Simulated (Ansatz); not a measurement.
# Cl3FH2Si (built from SMILES F[Si](Cl)(Cl)Cl.[H][H]): search for a transition state, part 2 of 2

Ansatz 0.2.0, Gaussian basis; PBE0-D4. The steps go on from the part before.

**7. Relaxing after a step of 0.30 Å one way along the mode**

The input, downa/in.yaml:

```yaml
crystal:
  periodic: [false, false, false]
  atoms:
    - {symbol: Si, position_ang: [-0.194974, -0.346041, -0.174138]}
    - {symbol: F, position_ang: [0.350248, 1.415330, 0.910697]}
    - {symbol: Cl, position_ang: [0.123305, -1.860813, -1.456819]}
    - {symbol: Cl, position_ang: [-0.627090, -1.204525, 1.624575]}
    - {symbol: Cl, position_ang: [-1.760914, 0.719816, -0.929712]}
    - {symbol: H, position_ang: [0.892733, 1.106110, 0.437083]}
    - {symbol: H, position_ang: [1.216692, 0.170021, -0.411686]}
basis:
  gaussian: {orbitals: def2-TZVP}
hamiltonian: {xc: pbe0, dispersion: d4}
relax: {f_tol: 0.005, max_steps: 200}
```

Launch:

```bash
$ ansatz run in.yaml --threads 4 --pin off --events-out ev --progress --plain --max-ram 9574MiB
```

Output:

```text
Functional definition: PBE0
  name "PBE0"
  cite "Adamo & Barone, J. Chem. Phys. 110, 6158 (1999) doi:10.1063/1.478522"
  cite "Perdew, Burke & Ernzerhof, Phys. Rev. Lett. 77, 3865 (1996) doi:10.1103/PhysRevLett.77.3865"
  parent pbe
  parameter a = 0.25
  parameter kappa = 0.804
  parameter beta = 0.06672455060314922
  exchange = (1 - a)*pbe_x(kappa = kappa, mu = beta*pi^2/3) + a*exact_x
  correlation = pbe_c(beta = beta)
1316 factors; their error is unknown
mean field evaluation 1: about -48179.9670 eV, gradient 3.4e1 eV
mean field evaluation 2: about -48179.2812 eV, gradient 4.2e1 eV
mean field evaluation 4: about -48181.5267 eV, gradient 8.0e-1 eV
mean field evaluation 8: about -48181.6815 eV, gradient 2.9e-1 eV
mean field evaluation 16: about -48181.6816 eV, gradient 2.7e-5 eV
mean field -48181.68160063 eV, -1770.6441401065 hartree, gradient 2.7e-5 eV, S^2 0.000000; 0 other end points of the search recorded, 0 dependent functions left out
the calculation of the forces begins
reference -48181.68162865 eV, -1770.6441411363 hartree; 38, 38 occupied and 153, 153 virtual orbitals, 1316 factors
relax step   1: F+E_penalty+E_count = -48181.88896077 eV  Δ(F+E_penalty+E_count) = +0.000e0 eV  max|allowed force component| = 1.101e1 eV/Å  Δτ_max = 0.0000 Å  (25 SCF iters, accepted)
these checks for a lower state are left out or cut short: starts, cluster_reference, orbital_swaps, neighbouring_geometries, increment
1316 factors; their error is unknown
mean field -48183.14356013 eV, -1770.6978661272 hartree, gradient 7.1e-6 eV, S^2 0.000000; 0 other end points of the search recorded, 0 dependent functions left out
the calculation of the forces begins
reference -48183.14358831 eV, -1770.6978671628 hartree; 38, 38 occupied and 153, 153 virtual orbitals, 1316 factors
relax step   2: F+E_penalty+E_count = -48183.34940802 eV  Δ(F+E_penalty+E_count) = -1.460e0 eV  max|allowed force component| = 1.339e0 eV/Å  Δτ_max = 0.1994 Å  (35 SCF iters, accepted)
these checks for a lower state are left out or cut short: starts, cluster_reference, orbital_swaps, neighbouring_geometries, increment
1316 factors; their error is unknown
mean field -48183.35256865 eV, -1770.7055470485 hartree, gradient 1.5e-5 eV, S^2 0.000000; 0 other end points of the search recorded, 0 dependent functions left out
the calculation of the forces begins
reference -48183.35259688 eV, -1770.7055480860 hartree; 38, 38 occupied and 153, 153 virtual orbitals, 1316 factors
relax step   3: F+E_penalty+E_count = -48183.55714652 eV  Δ(F+E_penalty+E_count) = -2.077e-1 eV  max|allowed force component| = 1.618e0 eV/Å  Δτ_max = 0.1955 Å  (29 SCF iters, accepted)
[... from here on, the SCF cycles and remarks between the steps are left out ...]
relax step   4: F+E_penalty+E_count = -48183.79446162 eV  Δ(F+E_penalty+E_count) = -2.373e-1 eV  max|allowed force component| = 9.435e-1 eV/Å  Δτ_max = 0.1950 Å  (30 SCF iters, accepted)
relax step   5: F+E_penalty+E_count = -48183.90751877 eV  Δ(F+E_penalty+E_count) = -1.131e-1 eV  max|allowed force component| = 3.419e-1 eV/Å  Δτ_max = 0.2000 Å  (30 SCF iters, accepted)
relax step   6: F+E_penalty+E_count = -48183.93866444 eV  Δ(F+E_penalty+E_count) = -3.115e-2 eV  max|allowed force component| = 1.762e-1 eV/Å  Δτ_max = 0.1664 Å  (29 SCF iters, accepted)
relax step   7: F+E_penalty+E_count = -48183.94597578 eV  Δ(F+E_penalty+E_count) = -7.311e-3 eV  max|allowed force component| = 1.603e-1 eV/Å  Δτ_max = 0.1107 Å  (28 SCF iters, accepted)
relax step   8: F+E_penalty+E_count = -48183.94643003 eV  Δ(F+E_penalty+E_count) = -4.542e-4 eV  max|allowed force component| = 9.260e-1 eV/Å  Δτ_max = 0.1978 Å  (29 SCF iters, accepted)
relax step   9: F+E_penalty+E_count = -48183.95846707 eV  Δ(F+E_penalty+E_count) = -1.204e-2 eV  max|allowed force component| = 4.089e-1 eV/Å  Δτ_max = 0.0663 Å  (29 SCF iters, accepted)
relax step  10: F+E_penalty+E_count = -48183.96622572 eV  Δ(F+E_penalty+E_count) = -7.759e-3 eV  max|allowed force component| = 1.838e-1 eV/Å  Δτ_max = 0.1134 Å  (30 SCF iters, accepted)
relax step  11: F+E_penalty+E_count = -48183.96806166 eV  Δ(F+E_penalty+E_count) = -1.836e-3 eV  max|allowed force component| = 5.152e-1 eV/Å  Δτ_max = 0.1618 Å  (29 SCF iters, accepted)
relax step  12: F+E_penalty+E_count = -48183.97158522 eV  Δ(F+E_penalty+E_count) = -3.524e-3 eV  max|allowed force component| = 1.734e-1 eV/Å  Δτ_max = 0.0222 Å  (30 SCF iters, accepted)
relax step  13: F+E_penalty+E_count = -48183.97268022 eV  Δ(F+E_penalty+E_count) = -1.095e-3 eV  max|allowed force component| = 3.284e-1 eV/Å  Δτ_max = 0.0693 Å  (29 SCF iters, accepted)
relax step  14: F+E_penalty+E_count = -48183.96569391 eV  Δ(F+E_penalty+E_count) = +6.986e-3 eV  max|allowed force component| = 8.445e-1 eV/Å  Δτ_max = 0.0962 Å  (29 SCF iters, rejected (line search))
relax step  15: F+E_penalty+E_count = -48183.97498591 eV  Δ(F+E_penalty+E_count) = -2.306e-3 eV  max|allowed force component| = 1.525e-1 eV/Å  Δτ_max = 0.0480 Å  (29 SCF iters, accepted)
relax step  16: F+E_penalty+E_count = -48183.96967590 eV  Δ(F+E_penalty+E_count) = +5.310e-3 eV  max|allowed force component| = 7.326e-1 eV/Å  Δτ_max = 0.0975 Å  (30 SCF iters, rejected (line search))
relax step  17: F+E_penalty+E_count = -48183.97626285 eV  Δ(F+E_penalty+E_count) = -1.277e-3 eV  max|allowed force component| = 7.574e-3 eV/Å  Δτ_max = 0.0487 Å  (29 SCF iters, accepted)
relax step  18: F+E_penalty+E_count = -48183.97638939 eV  Δ(F+E_penalty+E_count) = -1.265e-4 eV  max|allowed force component| = 2.142e-1 eV/Å  Δτ_max = 0.0499 Å  (29 SCF iters, accepted)
relax step  19: F+E_penalty+E_count = -48183.97692431 eV  Δ(F+E_penalty+E_count) = -5.349e-4 eV  max|allowed force component| = 1.729e-1 eV/Å  Δτ_max = 0.0491 Å  (29 SCF iters, accepted)
relax step  20: F+E_penalty+E_count = -48183.97810973 eV  Δ(F+E_penalty+E_count) = -1.185e-3 eV  max|allowed force component| = 1.281e-2 eV/Å  Δτ_max = 0.0678 Å  (30 SCF iters, accepted)
relax step  21: F+E_penalty+E_count = -48183.97788751 eV  Δ(F+E_penalty+E_count) = +2.222e-4 eV  max|allowed force component| = 3.161e-1 eV/Å  Δτ_max = 0.0591 Å  (29 SCF iters, rejected (line search))
relax step  22: F+E_penalty+E_count = -48183.97862983 eV  Δ(F+E_penalty+E_count) = -5.201e-4 eV  max|allowed force component| = 2.335e-2 eV/Å  Δτ_max = 0.0296 Å  (28 SCF iters, accepted)
relax step  23: F+E_penalty+E_count = -48183.97138816 eV  Δ(F+E_penalty+E_count) = +7.242e-3 eV  max|allowed force component| = 7.980e-1 eV/Å  Δτ_max = 0.0821 Å  (29 SCF iters, rejected (line search))
relax step  24: F+E_penalty+E_count = -48183.97943663 eV  Δ(F+E_penalty+E_count) = -8.068e-4 eV  max|allowed force component| = 5.807e-2 eV/Å  Δτ_max = 0.0410 Å  (29 SCF iters, accepted)
relax step  25: F+E_penalty+E_count = -48183.98012148 eV  Δ(F+E_penalty+E_count) = -6.849e-4 eV  max|allowed force component| = 1.983e-1 eV/Å  Δτ_max = 0.0412 Å  (29 SCF iters, accepted)
relax step  26: F+E_penalty+E_count = -48183.98012918 eV  Δ(F+E_penalty+E_count) = -7.696e-6 eV  max|allowed force component| = 4.116e-1 eV/Å  Δτ_max = 0.0617 Å  (29 SCF iters, accepted)
relax step  27: F+E_penalty+E_count = -48183.98603494 eV  Δ(F+E_penalty+E_count) = -5.906e-3 eV  max|allowed force component| = 7.624e-2 eV/Å  Δτ_max = 0.0949 Å  (30 SCF iters, accepted)
relax step  28: F+E_penalty+E_count = -48183.98798849 eV  Δ(F+E_penalty+E_count) = -1.954e-3 eV  max|allowed force component| = 9.889e-2 eV/Å  Δτ_max = 0.0598 Å  (29 SCF iters, accepted)
relax step  29: F+E_penalty+E_count = -48183.86270083 eV  Δ(F+E_penalty+E_count) = +1.253e-1 eV  max|allowed force component| = 3.075e0 eV/Å  Δτ_max = 0.1951 Å  (35 SCF iters, rejected (line search))
relax step  30: F+E_penalty+E_count = -48183.99206708 eV  Δ(F+E_penalty+E_count) = -4.079e-3 eV  max|allowed force component| = 1.331e-1 eV/Å  Δτ_max = 0.0975 Å  (29 SCF iters, accepted)
relax step  31: F+E_penalty+E_count = -48183.98677035 eV  Δ(F+E_penalty+E_count) = +5.297e-3 eV  max|allowed force component| = 9.438e-1 eV/Å  Δτ_max = 0.0976 Å  (29 SCF iters, rejected (line search))
relax step  32: F+E_penalty+E_count = -48183.99443726 eV  Δ(F+E_penalty+E_count) = -2.370e-3 eV  max|allowed force component| = 8.726e-2 eV/Å  Δτ_max = 0.0475 Å  (29 SCF iters, accepted)
relax step  33: F+E_penalty+E_count = -48183.99690487 eV  Δ(F+E_penalty+E_count) = -2.468e-3 eV  max|allowed force component| = 8.138e-2 eV/Å  Δτ_max = 0.0500 Å  (29 SCF iters, accepted)
relax step  34: F+E_penalty+E_count = -48183.99830092 eV  Δ(F+E_penalty+E_count) = -1.396e-3 eV  max|allowed force component| = 5.073e-1 eV/Å  Δτ_max = 0.0740 Å  (29 SCF iters, accepted)
relax step  35: F+E_penalty+E_count = -48184.00678448 eV  Δ(F+E_penalty+E_count) = -8.484e-3 eV  max|allowed force component| = 1.014e-1 eV/Å  Δτ_max = 0.1125 Å  (30 SCF iters, accepted)
relax step  36: F+E_penalty+E_count = -48184.00791367 eV  Δ(F+E_penalty+E_count) = -1.129e-3 eV  max|allowed force component| = 2.512e-2 eV/Å  Δτ_max = 0.0213 Å  (30 SCF iters, accepted)
relax step  37: F+E_penalty+E_count = -48183.98143346 eV  Δ(F+E_penalty+E_count) = +2.648e-2 eV  max|allowed force component| = 1.826e0 eV/Å  Δτ_max = 0.1935 Å  (34 SCF iters, rejected (line search))
relax step  38: F+E_penalty+E_count = -48184.01272058 eV  Δ(F+E_penalty+E_count) = -4.807e-3 eV  max|allowed force component| = 9.254e-2 eV/Å  Δτ_max = 0.0968 Å  (29 SCF iters, accepted)
relax step  39: F+E_penalty+E_count = -48184.01278549 eV  Δ(F+E_penalty+E_count) = -6.491e-5 eV  max|allowed force component| = 7.580e-1 eV/Å  Δτ_max = 0.0976 Å  (29 SCF iters, accepted)
relax step  40: F+E_penalty+E_count = -48184.02486442 eV  Δ(F+E_penalty+E_count) = -1.208e-2 eV  max|allowed force component| = 1.442e-1 eV/Å  Δτ_max = 0.1500 Å  (35 SCF iters, accepted)
relax step  41: F+E_penalty+E_count = -48184.03171394 eV  Δ(F+E_penalty+E_count) = -6.850e-3 eV  max|allowed force component| = 5.578e-1 eV/Å  Δτ_max = 0.1943 Å  (30 SCF iters, accepted)
relax step  42: F+E_penalty+E_count = -48183.95400379 eV  Δ(F+E_penalty+E_count) = +7.771e-2 eV  max|allowed force component| = 2.017e0 eV/Å  Δτ_max = 0.1925 Å  (35 SCF iters, rejected (line search))
relax step  43: F+E_penalty+E_count = -48184.03736592 eV  Δ(F+E_penalty+E_count) = -5.652e-3 eV  max|allowed force component| = 1.460e-1 eV/Å  Δτ_max = 0.0938 Å  (29 SCF iters, accepted)
relax step  44: F+E_penalty+E_count = -48184.04421116 eV  Δ(F+E_penalty+E_count) = -6.845e-3 eV  max|allowed force component| = 1.889e-1 eV/Å  Δτ_max = 0.0849 Å  (29 SCF iters, accepted)
relax step  45: F+E_penalty+E_count = -48184.04620227 eV  Δ(F+E_penalty+E_count) = -1.991e-3 eV  max|allowed force component| = 3.170e-2 eV/Å  Δτ_max = 0.0375 Å  (29 SCF iters, accepted)
relax step  46: F+E_penalty+E_count = -48184.04766819 eV  Δ(F+E_penalty+E_count) = -1.466e-3 eV  max|allowed force component| = 9.454e-2 eV/Å  Δτ_max = 0.0497 Å  (29 SCF iters, accepted)
relax step  47: F+E_penalty+E_count = -48184.04778201 eV  Δ(F+E_penalty+E_count) = -1.138e-4 eV  max|allowed force component| = 1.385e-1 eV/Å  Δτ_max = 0.0443 Å  (29 SCF iters, accepted)
relax step  48: F+E_penalty+E_count = -48184.04825417 eV  Δ(F+E_penalty+E_count) = -4.722e-4 eV  max|allowed force component| = 4.109e-2 eV/Å  Δτ_max = 0.0113 Å  (31 SCF iters, accepted)
these checks for a lower state are left out or cut short: starts, cluster_reference, orbital_swaps, neighbouring_geometries, increment
1316 factors; their error is unknown
mean field evaluation 352: about -48183.6968 eV, gradient 4.3e-4 eV
mean field -48183.85368199 eV, -1770.7239626239 hartree, gradient 2.3e-5 eV, S^2 0.000000; 0 other end points of the search recorded, 0 dependent functions left out
the calculation of the forces begins
reference -48183.85371035 eV, -1770.7239636664 hartree; 38, 38 occupied and 153, 153 virtual orbitals, 1316 factors
relax step  49: F+E_penalty+E_count = -48184.04829793 eV  Δ(F+E_penalty+E_count) = -4.377e-5 eV  max|allowed force component| = 3.389e-3 eV/Å  Δτ_max = 0.0081 Å  (31 SCF iters, accepted)
1316 factors; their error is unknown
mean field -48183.85368199 eV, -1770.7239626239 hartree, gradient 5.6e-5 eV, S^2 0.000000; 1 other end points of the search recorded, 0 dependent functions left out
the calculation of the forces begins
reference -48183.85371035 eV, -1770.7239636664 hartree; 38, 38 occupied and 153, 153 virtual orbitals, 1316 factors
Total energy: -48184.04832630 eV, -1770.7311156706 hartree
Atom 0 at    -0.204542    -0.665885    -0.569746 Å, force    -0.000984    -0.001796     0.002627 eV/Å
Atom 1 at     0.918116     2.153115     1.038477 Å, force    -0.002400    -0.003171     0.003389 eV/Å
Atom 2 at    -0.443807    -2.538364    -1.306020 Å, force     0.000731    -0.001858    -0.000684 eV/Å
Atom 3 at    -0.192508    -0.784999     1.479947 Å, force    -0.000735    -0.000064     0.001671 eV/Å
Atom 4 at    -1.746755     0.507874    -1.146606 Å, force    -0.000719     0.002315    -0.001060 eV/Å
Atom 5 at     0.595923     1.431534     1.521224 Å, force     0.002742     0.003208    -0.003356 eV/Å
Atom 6 at     1.073573    -0.103377    -1.017277 Å, force     0.001365     0.001367    -0.002586 eV/Å
Dipole moment:    -0.030622    -0.295767     0.018282 e Å
```

Run time: 2.4 min. Hardware: 4 threads of Oxide Virtual Turin-like, shared host; peak memory 0.61 GiB.

Relaxation path: (not every step is listed) (the energy doesn't fall at every step)

```csv
step,energy from step 1 (eV),largest force component (eV/Å)
1,0.0000,11.0078
2,-1.4604,1.3389
3,-1.6682,1.6177
4,-1.9055,0.9435
5,-2.0186,0.3419
6,-2.0497,0.1762
7,-2.0570,0.1603
8,-2.0575,0.9260
9,-2.0695,0.4089
12,-2.0826,0.1734
15,-2.0860,0.1525
18,-2.0874,0.2142
21,-2.0889,0.3161
24,-2.0905,0.0581
27,-2.0971,0.0762
30,-2.1031,0.1331
33,-2.1079,0.0814
36,-2.1190,0.0251
39,-2.1238,0.7580
42,-2.0650,2.0170
44,-2.1553,0.1889
45,-2.1572,0.0317
46,-2.1587,0.0945
47,-2.1588,0.1385
48,-2.1593,0.0411
49,-2.1593,0.0034
```

Close pairs (by a distance rule), those that changed most:

```csv
bond,before (Å),after (Å),change (Å)
F2–H6,0.784,0.926,+0.142
Si1–H7,1.522,1.466,-0.055
Si1–Cl5,2.039,2.022,-0.017
Si1–Cl3,2.010,2.026,+0.016
Si1–Cl4,2.039,2.053,+0.014
```

**8. Relaxing after a step of 0.30 Å the other way along the mode**

The input, downb/in.yaml:

```yaml
crystal:
  periodic: [false, false, false]
  atoms:
    - {symbol: Si, position_ang: [-0.301530, -0.107024, 0.053182]}
    - {symbol: F, position_ang: [-0.015283, 1.243540, 0.943763]}
    - {symbol: Cl, position_ang: [0.155214, -1.670020, -1.326963]}
    - {symbol: Cl, position_ang: [-0.632853, -1.282352, 1.674499]}
    - {symbol: Cl, position_ang: [-1.819956, 0.732622, -1.000009]}
    - {symbol: H, position_ang: [1.216163, 0.781952, 0.049379]}
    - {symbol: H, position_ang: [1.398245, 0.301183, -0.393852]}
basis:
  gaussian: {orbitals: def2-TZVP}
hamiltonian: {xc: pbe0, dispersion: d4}
relax: {f_tol: 0.005, max_steps: 200}
```

Launch:

```bash
$ ansatz run in.yaml --threads 4 --pin off --events-out ev --progress --plain --max-ram 9574MiB
```

Output, cut to the lines that bear on the results:

```text
[... 5 set-up lines as earlier in the session ...]
[...]
1316 factors; their error is unknown
[...]
mean field -48182.69860196 eV, -1770.6815142160 hartree, gradient 2.9e-5 eV, S^2 0.000000; 0 other end points of the search recorded, 0 dependent functions left out
[...]
reference -48182.69862933 eV, -1770.6815152217 hartree; 38, 38 occupied and 153, 153 virtual orbitals, 1316 factors
relax step   1: F+E_penalty+E_count = -48182.91063356 eV  Δ(F+E_penalty+E_count) = +0.000e0 eV  max|allowed force component| = 3.087e0 eV/Å  Δτ_max = 0.0000 Å  (27 SCF iters, accepted)
[...]
reference -48184.95184943 eV, -1770.7643195333 hartree; 38, 38 occupied and 153, 153 virtual orbitals, 1316 factors
Total energy: -48185.15282332 eV, -1770.7717051873 hartree
Atom 0 at    -1.072210    -0.343078     0.217632 Å, force     0.000335     0.000247     0.000031 eV/Å
Atom 1 at    -0.127359     0.829699     0.682121 Å, force    -0.000272    -0.000339    -0.000141 eV/Å
Atom 2 at    -0.060969    -1.488441    -1.093970 Å, force    -0.000284    -0.000244    -0.000044 eV/Å
Atom 3 at    -1.593996    -1.415222     1.840855 Å, force     0.000053     0.000046     0.000034 eV/Å
Atom 4 at    -2.700001     0.463251    -0.652275 Å, force     0.000038     0.000077     0.000018 eV/Å
Atom 5 at     2.455566     1.028470    -0.315314 Å, force     0.000221    -0.000022    -0.000116 eV/Å
Atom 6 at     3.098969     0.925221    -0.679051 Å, force    -0.000091     0.000235     0.000218 eV/Å
Dipole moment:    -0.080107    -0.092153    -0.033892 e Å
```

Run time: 2 min. Hardware: 4 threads of Oxide Virtual Turin-like, shared host; peak memory 0.61 GiB.

The steps of the relaxation: (not every step is listed) (the energy doesn't fall at every step)

```csv
step,energy from step 1 (eV),largest force component (eV/Å)
1,0.0000,3.0867
2,-0.5216,1.0057
3,-0.9174,0.8907
4,-1.3330,1.0371
5,-1.7609,0.4006
6,-2.0405,0.2885
7,-2.1585,0.3142
8,-2.2105,0.0943
9,-2.2284,0.2105
11,-2.2361,0.0740
13,-2.2375,0.0105
15,-2.2378,0.1295
17,-2.2382,0.0105
19,-2.2074,0.9027
21,-2.2363,0.2975
23,-2.2392,0.0394
25,-2.2397,0.0207
27,-2.2409,0.0056
29,-2.2413,0.0567
31,-2.2036,1.3480
33,-2.2373,0.4851
35,-2.2419,0.0375
36,-2.2420,0.0627
37,-2.2421,0.0026
38,-2.2421,0.0076
39,-2.2421,0.0319
40,-2.2422,0.0070
41,-2.2422,0.0003
```

Distances of close pairs at the start and the end, largest changes first:

```csv
bond,before (Å),after (Å),change (Å)
Si1–Cl3,2.135,2.014,-0.121
H6–H7,0.679,0.746,+0.067
Si1–F2,1.643,1.576,-0.067
Si1–Cl4,2.030,2.014,-0.016
Si1–Cl5,2.030,2.014,-0.016
```

**9. The three structures**

```csv
pair,start side (Å),saddle (Å),end side (Å)
Si1–H7,4.451,1.659,1.466
F2–H6,2.776,1.185,0.926
Si1–F2,1.576,1.889,3.434
H6–H7,0.746,0.992,3.005
```

**10. Outcome**

This closing draws on all 2 parts.

```
                       quantity                                                     value
                 imaginary mode                                                1091i cm⁻¹
    barrier from the start side                                             60.6 kcal/mol
      barrier from the end side                                             35.2 kcal/mol
             energy of the step                                            +25.5 kcal/mol
              pairs that change  Si1–H7 formed, F2–H6 formed, Si1–F2 broken, H6–H7 broken
zero-point energy at the saddle                                                  0.616 eV
```

In words: One imaginary mode, 1091i cm⁻¹, makes this a first-order saddle. The two relaxations end on the structures that were planned. At PBE0-D4/def2-TZVP the electronic barrier is 60.6 kcal/mol, about 102 kT at 298 K, and the step runs 25.5 kcal/mol uphill. The barrier is thin enough for tunnelling; the leading (Wigner) term alone is a factor of 2.2 at 298 K. A step off the saddle overshot and began above it in energy, so the link to its end is likely but not proven. The ends are the nearest minima, not always the lowest complexes.
